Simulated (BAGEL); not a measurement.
# singlet CH5GeO+: levels of theory compared

Wanted: a comparison of 5 runs (HF/6-31G*, B3LYP/6-31G*, B3LYP/cc-pVDZ, PBE0/cc-pVDZ, RI-MP2/cc-pVDZ) of singlet CH5GeO+. 

The calculation is run with BAGEL 1.2.2.

2 further runs of the same task are left out: 1 that didn't finish, 1 set aside as unsound or not needed.

## Step 1: The system as given

CH5GeO+: 8 atoms, total charge +1, spin state singlet. As SMILES of the parent species, `[CH3][GeH][OH]`. Geometry: relaxed at PBE0-D4/def2-TZVP. This is one conformer, not always the lowest. That shape belongs to the parent species and isn't relaxed for this state.

Bond lengths: C1–Ge2 1.954 Å, Ge2–O3 1.792 Å, C1–H4 1.090 Å, C1–H5 1.092 Å, C1–H6 1.090 Å, Ge2–H7 1.564 Å, O3–H8 0.960 Å. Angles: C1–Ge2–O3 103.5°, C1–Ge2–H7 112.3°, O3–Ge2–H7 107.9°, Ge2–C1–H4 110.3°, Ge2–C1–H5 108.7°, Ge2–C1–H6 109.9°, Ge2–O3–H8 112.7°, H4–C1–H5 109.5°, H4–C1–H6 109.3°, H5–C1–H6 109.1°.

## Step 2: A single-point energy at HF/6-31G(d) (density fitting with qzvpp-jkfit, spherical functions) (run 1)

Input file input.json:

```json
{ "bagel": [

{
  "title": "molecule",
  "basis": "6-31gs.json",
  "df_basis": "qzvpp-jkfit",
  "angstrom": true,
  "geometry": [
    { "atom": "C", "xyz": [   -0.669700,    0.837400,   -0.542800 ] },
    { "atom": "Ge", "xyz": [    0.882200,   -0.278900,   -0.139000 ] },
    { "atom": "O", "xyz": [    0.160100,   -1.768900,    0.546400 ] },
    { "atom": "H", "xyz": [   -0.349800,    1.807700,   -0.923500 ] },
    { "atom": "H", "xyz": [   -1.247600,    0.978300,    0.373300 ] },
    { "atom": "H", "xyz": [   -1.296000,    0.347300,   -1.287700 ] },
    { "atom": "H", "xyz": [    1.802100,    0.357700,    0.954000 ] },
    { "atom": "H", "xyz": [    0.810900,   -2.337900,    0.963600 ] }
  ]
},
{
  "title": "hf",
  "charge": 1
},
{
  "title": "print",
  "file": "orbitals.molden",
  "orbitals": true
}

]}
```

The basis set 6-31G* is read from a file made from the Basis Set Exchange's data (not shown).

Started as:

```sh
$ BAGEL_NUM_THREADS=1 BAGEL input.json > input.out
```

Output:

```text
* using 1 threads per process

  ===============================================================
  ===============================================================

  *** Geometry ***

  { "atom" : "C", "xyz" : [     -1.265550,      1.582457,     -1.025743 ] },
  { "atom" : "Ge", "xyz" : [      1.667116,     -0.527045,     -0.262672 ] },
  { "atom" : "O", "xyz" : [      0.302545,     -3.342737,      1.032546 ] },
  { "atom" : "H", "xyz" : [     -0.661026,      3.416058,     -1.745162 ] },
  { "atom" : "H", "xyz" : [     -2.357622,      1.848719,      0.705435 ] },
  { "atom" : "H", "xyz" : [     -2.449085,      0.656302,     -2.433400 ] },
  { "atom" : "H", "xyz" : [      3.405475,      0.675955,      1.802799 ] },
  { "atom" : "H", "xyz" : [      1.532379,     -4.417991,      1.820940 ] },

  Number of auxiliary basis functions:      508

  Since a DF basis is specified, we compute 2- and 3-index integrals:
    o Being stored without compression. Storage requirement is 0.020 GB

  Number of basis functions:       70
  Number of electrons      :       51

    * METHOD: MOLECULE                             0.27

  *** RHF ***

  === Nuclear Repulsion ===
   196.6527064697

      * DIIS with orbital gradients will be used.

  === RHF iteration (6-31gs.json) ===
      0      -2190.18886198          0.02305471           0.06
      1      -2190.27763276          0.01988467           0.06
      2      -2190.40740782          0.00207704           0.06
      3      -2190.40973907          0.00070936           0.06
      4      -2190.41005938          0.00020111           0.06
      5      -2190.41010273          0.00007192           0.06
      6      -2190.41011104          0.00003109           0.06
      7      -2190.41011218          0.00001264           0.06
      8      -2190.41011242          0.00000443           0.06
      9      -2190.41011245          0.00000236           0.06
     10      -2190.41011245          0.00000093           0.06
     11      -2190.41011245          0.00000030           0.06
     12      -2190.41011245          0.00000013           0.06
     13      -2190.41011245          0.00000006           0.06
     14      -2190.41011245          0.00000003           0.06
     15      -2190.41011245          0.00000001           0.06
     16      -2190.41011245          0.00000001           0.06
    * SCF iteration converged.

    * Permanent dipole moment:
           (   -1.010479,    -0.418755,     0.397136) a.u.

    * METHOD: HF                                   1.20

    * METHOD: PRINT                                0.01

  ===============================================================
```

Wall time 1.6 s (1 thread of Arm Neoverse V1, shared host); peak memory 0.11 GiB.

## Step 3: The energy at B3LYP/6-31G(d) (density fitting with qzvpp-jkfit, spherical functions) (run 2)

Input file job.json:

```json
{ "bagel" : [

{
  "title" : "molecule",
  "basis" : "6-31gs.json",
  "df_basis" : "qzvpp-jkfit",
  "angstrom" : true,
  "geometry" : [
    { "atom" : "C", "xyz" : [      -0.669700,       0.837400,      -0.542800 ] },
    { "atom" : "Ge", "xyz" : [       0.882200,      -0.278900,      -0.139000 ] },
    { "atom" : "O", "xyz" : [       0.160100,      -1.768900,       0.546400 ] },
    { "atom" : "H", "xyz" : [      -0.349800,       1.807700,      -0.923500 ] },
    { "atom" : "H", "xyz" : [      -1.247600,       0.978300,       0.373300 ] },
    { "atom" : "H", "xyz" : [      -1.296000,       0.347300,      -1.287700 ] },
    { "atom" : "H", "xyz" : [       1.802100,       0.357700,       0.954000 ] },
    { "atom" : "H", "xyz" : [       0.810900,      -2.337900,       0.963600 ] }
  ]
},

{
  "title" : "ks",
  "xc_func" : "b3lyp",
  "charge" : 1
},

{
  "title" : "print",
  "file" : "orbitals.molden",
  "orbitals" : true
}

]}
```

The basis set 6-31G* is read from a file made from the Basis Set Exchange's data (not shown).

Started as:

```sh
$ BAGEL_NUM_THREADS=1 BAGEL job.json > job.out
```

Output:

```text
* using 1 threads per process

  ===============================================================
  ===============================================================

  *** Geometry ***

  { "atom" : "C", "xyz" : [     -1.265550,      1.582457,     -1.025743 ] },
  { "atom" : "Ge", "xyz" : [      1.667116,     -0.527045,     -0.262672 ] },
  { "atom" : "O", "xyz" : [      0.302545,     -3.342737,      1.032546 ] },
  { "atom" : "H", "xyz" : [     -0.661026,      3.416058,     -1.745162 ] },
  { "atom" : "H", "xyz" : [     -2.357622,      1.848719,      0.705435 ] },
  { "atom" : "H", "xyz" : [     -2.449085,      0.656302,     -2.433400 ] },
  { "atom" : "H", "xyz" : [      3.405475,      0.675955,      1.802799 ] },
  { "atom" : "H", "xyz" : [      1.532379,     -4.417991,      1.820940 ] },

  Number of auxiliary basis functions:      508

  Since a DF basis is specified, we compute 2- and 3-index integrals:
    o Being stored without compression. Storage requirement is 0.020 GB

  Number of basis functions:       70
  Number of electrons      :       51

    * METHOD: MOLECULE                             0.28

  *** Kohn-Sham DFT ***

    * Removing 13398 points whose weight is below 1.00e-10
    * Grid points: 105850

  === Nuclear Repulsion ===
   196.6527064697

       - DIIS with orbital gradients will be used.

  === KS iteration (b3lyp / 6-31gs.json) ===
      0      -2106.58227998          0.11092449           0.34
      1      -1906.40743043          0.25252253           0.31
      2      -2099.25015441          0.11978209           0.32
      3      -2095.78038051          0.24995062           0.32
      4      -2101.98486861          0.21927123           0.32
      5      -2102.36351607          0.21380785           0.31
[... 21 lines of this table left out ...]
     27      -2192.78540602          0.00000002           0.32
     28      -2192.78540602          0.00000001           0.31
    * SCF iteration converged.

    * Permanent dipole moment:
           (   -0.691870,    -0.296108,     0.141972) a.u.

    * METHOD: KS                                   9.54

    * METHOD: PRINT                                0.01

  ===============================================================
```

Wall time 10 s (1 thread of Arm Neoverse V1, shared host); peak memory 0.39 GiB.

Runs 3 to 4 aren't shown in full; the table further down has their settings and results.

## Step 4: A single-point energy at RI-MP2/cc-pVDZ (density fitting with qzvpp-jkfit) (run 5)

Input file input.json:

```json
{ "bagel": [

{
  "title": "molecule",
  "basis": "cc-pvdz.json",
  "df_basis": "qzvpp-jkfit",
  "angstrom": true,
  "geometry": [
    { "atom": "C", "xyz": [      -0.669700,       0.837400,      -0.542800 ] },
    { "atom": "Ge", "xyz": [       0.882200,      -0.278900,      -0.139000 ] },
    { "atom": "O", "xyz": [       0.160100,      -1.768900,       0.546400 ] },
    { "atom": "H", "xyz": [      -0.349800,       1.807700,      -0.923500 ] },
    { "atom": "H", "xyz": [      -1.247600,       0.978300,       0.373300 ] },
    { "atom": "H", "xyz": [      -1.296000,       0.347300,      -1.287700 ] },
    { "atom": "H", "xyz": [       1.802100,       0.357700,       0.954000 ] },
    { "atom": "H", "xyz": [       0.810900,      -2.337900,       0.963600 ] }
  ]
},

{
  "title": "hf",
  "charge": 1
},

{
  "title": "mp2",
  "charge": 1,
  "ncore": 11
}

]}
```

The basis set cc-pVDZ is read from a file made from the Basis Set Exchange's data (not shown).

Started as:

```sh
$ BAGEL_NUM_THREADS=1 BAGEL input.json > input.out
```

Output:

```text
* using 1 threads per process

  ===============================================================
  ===============================================================

  *** Geometry ***

  { "atom" : "C", "xyz" : [     -1.265550,      1.582457,     -1.025743 ] },
  { "atom" : "Ge", "xyz" : [      1.667116,     -0.527045,     -0.262672 ] },
  { "atom" : "O", "xyz" : [      0.302545,     -3.342737,      1.032546 ] },
[... 4 lines of this table left out ...]
  { "atom" : "H", "xyz" : [      1.532379,     -4.417991,      1.820940 ] },

  Number of auxiliary basis functions:      508

  Since a DF basis is specified, we compute 2- and 3-index integrals:
    o Being stored without compression. Storage requirement is 0.026 GB

  Number of basis functions:       80
  Number of electrons      :       51

    * METHOD: MOLECULE                             0.28

  *** RHF ***

  === Nuclear Repulsion ===
   196.6527064697

      * DIIS with orbital gradients will be used.

  === RHF iteration (cc-pvdz.json) ===
      0      -2190.41036539          0.01949317           0.07
      1      -2190.52766086          0.01719506           0.07
      2      -2190.68121092          0.00213846           0.07
[... 12 lines of this table left out ...]
     15      -2190.68495739          0.00000001           0.07
    * SCF iteration converged.

    * Permanent dipole moment:
           (   -0.965281,    -0.429718,     0.419922) a.u.

    * METHOD: HF                                   1.27

  *** RHF ***

  === Nuclear Repulsion ===
   196.6527064697

      * DIIS with orbital gradients will be used.

  === RHF iteration (cc-pvdz.json) ===
      0      -2190.68495739          0.00000000           0.07
    * SCF iteration converged.

    * Permanent dipole moment:
           (   -0.965281,    -0.429718,     0.419922) a.u.

  === DF-MP2 calculation ===

    * freezing 11 orbitals
    * 3-index integral transformation done
    * assembly done

      MP2 correlation energy:   -0.4421868066      0.04

      MP2 total energy:       -2191.1271441992

    * METHOD: MP2                                  0.19

  ===============================================================
```

Wall time 1.9 s (1 thread of Arm Neoverse V1, shared host); peak memory 0.12 GiB.

## Step 5: All runs side by side

| run | level | frozen core orbitals | energy (Eh) | HOMO energy (eV) | LUMO energy (eV) | HOMO–LUMO gap (eV) | wall time |
| --- | --- | --- | --- | --- | --- | --- | --- |
| 1 | HF/6-31G* (density fitting with qzvpp-jkfit, spherical functions) | – | -2190.410112 | -18.23 | -6.89 | 11.34 | 1.6 s |
| 2 | B3LYP/6-31G* (density fitting with qzvpp-jkfit, spherical functions) | – | -2192.785406 | -14.84 | -10.36 | 4.49 | 10 s |
| 3 | B3LYP/cc-pVDZ (density fitting with qzvpp-jkfit) | – | -2193.050718 | -14.82 | -10.34 | 4.48 | 9.3 s |
| 4 | PBE0/cc-pVDZ (density fitting with qzvpp-jkfit) | – | -2192.609586 | -15.08 | -10.08 | 5.00 | 8.7 s |
| 5 | RI-MP2/cc-pVDZ (density fitting with qzvpp-jkfit) | 11 | -2191.127144 | – | – | – | 1.9 s |

## Step 6: Results

| quantity | value |
| --- | --- |
| run 5: total energy | -2191.12714 Eh |
| run 5: correlation energy (11 core orbitals frozen) | -442.2 mEh |

Over runs 1, 2, 3, 4 the HOMO–LUMO gap runs from 4.48 eV (B3LYP/cc-pVDZ) to 11.34 eV (HF/6-31G*). The two ends differ in method and basis. Totals of different functionals can't be ranked against each other. All runs together took 32 s, the longest 10 s.
